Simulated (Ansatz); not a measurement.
The system is GaF.

```
CELL_PARAMETERS angstrom
3.16592 0.00000 0.00000
0.00000 3.16592 0.00000
0.00000 0.00000 3.16592
ATOMIC_POSITIONS crystal
Ga 0.00000 0.00000 0.00000
F 0.50000 0.50000 0.50000
```

The cell was built by a generator and needn't be a form met in nature.

Base run:

| Property | Result |
| --- | --- |
| Program | Ansatz 0.2.0 |
| Functional | revPBE |
| Potentials or basis | Ansatz PAW |
| Cutoff | 420 eV (not typed: the program's choice for these potentials) |
| k mesh | 5 × 5 × 5 |
| Occupations | fermi-dirac, width 0.05 eV |
| Spin | no spin polarisation |

Its results: band gap on the k mesh 2.35 eV, indirect (least direct gap 2.82 eV); pressure 1.9 GPa.

Q: After a change of settings the same cell gave: band gap on the k mesh 2.53 eV, indirect (least direct gap 3.08 eV); pressure -2.1 GPa. Which change was it?
A. functional from revPBE to PBE; k mesh from 5 × 5 × 5 to 8 × 8 × 8
B. functional from revPBE to RPBE
C. functional from revPBE to r2SCAN; cutoff from 420 eV (not typed: the program's choice for these potentials) to 500 eV (not typed: the program's choice for these potentials)
D. functional from revPBE to LDA

A: C.

r2SCAN gives the wider gap, since meta-GGAs in the generalised Kohn-Sham scheme recover part of the derivative discontinuity.

Caveats: odd divisions of the mesh miss points on the zone boundary, where band edges often lie, so the gap on the mesh can be too wide; the PAW data sets come from PBE, with cores solved anew for the run's functional, which leaves a small shift of forces and pressure; the density of states is complete only up to the lowest level of the last band computed.
